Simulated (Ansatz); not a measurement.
# CH₇NSSi: how energies converge with the basis set

Aim: see how fast density functionals converge with the basis set for CH₇NSSi.

Method: one geometry, several basis sets; program: Ansatz 0.2.0, Gaussian basis.

Plan: PBE0-D4/def2-SVP; ωB97M-V/def2-SVP; PBE0-D4/def2-QZVPP; ωB97M-V/def2-QZVPP; the functionals' def2-TZVPP values are taken from earlier runs.

**1. The geometry**

All runs share one geometry, relaxed beforehand with PBE0-D4 in a triple-zeta def2 set.

SMILES `CN[SiH2]S`, 11 atoms, charge 0, spin multiplicity 1.

Atoms are counted from 1 here; the program's logs count them from 0.

Bond lengths: C1–N2 1.446 Å, C1–H5 1.097 Å, C1–H6 1.094 Å, C1–H7 1.092 Å, N2–Si3 1.704 Å, N2–H8 1.008 Å, Si3–S4 2.140 Å, Si3–H9 1.486 Å, Si3–H10 1.492 Å, S4–H11 1.343 Å. Angles: N2–C1–H5 113.2°, N2–C1–H6 111.1°, N2–C1–H7 109.5°, H5–C1–H6 108.1°, H5–C1–H7 107.4°, H6–C1–H7 107.2°, C1–N2–Si3 125.4°, C1–N2–H8 114.4°, Si3–N2–H8 118.3°, N2–Si3–S4 106.6°, N2–Si3–H9 105.7°, N2–Si3–H10 117.6°, S4–Si3–H9 113.8°, S4–Si3–H10 105.4°, H9–Si3–H10 108.0°, Si3–S4–H11 94.1°.

**2. PBE0-D4 in def2-SVP**

in.yaml

```yaml
crystal:
  periodic: [false, false, false]
  atoms:
    - {symbol: C, position_ang: [0.262866, 1.755344, -0.229053]}
    - {symbol: N, position_ang: [0.358977, 0.336983, -0.494225]}
    - {symbol: Si, position_ang: [-0.300790, -0.896201, 0.479866]}
    - {symbol: S, position_ang: [-0.736425, -2.537757, -0.821895]}
    - {symbol: H, position_ang: [1.149466, 2.162805, 0.271779]}
    - {symbol: H, position_ang: [0.105001, 2.319230, -1.153171]}
    - {symbol: H, position_ang: [-0.596005, 1.947221, 0.418206]}
    - {symbol: H, position_ang: [1.062327, 0.086599, -1.170884]}
    - {symbol: H, position_ang: [-1.504020, -0.302272, 1.118877]}
    - {symbol: H, position_ang: [0.561423, -1.462819, 1.558044]}
    - {symbol: H, position_ang: [-0.297519, -3.466131, 0.042955]}
basis:
  gaussian: {orbitals: def2-SVP}
hamiltonian: {xc: pbe0, dispersion: d4}
output: {orbitals: {seedname: orbitals}}
```

Started as:

```console
> ansatz run in.yaml --threads 4 --pin off --events-out ev --progress --plain --max-ram 10444MiB
```

The runs that follow: ωB97M-V in def2-SVP; PBE0-D4 in def2-QZVPP; ωB97M-V in def2-QZVPP.

Before running them: what should the planned runs give, taken together? Wanted: PBE0-D4: double and triple zeta above quadruple; ωB97M-V: double and triple zeta above quadruple.

**Answer**, as computed:

| quantity | value |
| --- | --- |
| PBE0-D4: double and triple zeta above quadruple | 10.42, 0.77 eV |
| ωB97M-V: double and triple zeta above quadruple | 10.53, 0.73 eV |

What this shows: PBE0-D4 gains 9.66 eV from double to triple zeta, then 0.77 eV more. Total energies overstate the basis error of differences, where much of it tends to cancel. The LUMO of ωB97M-V is positive and keeps falling with the basis (2.79 to 1.55 eV): an unbound level that the basis holds in place.
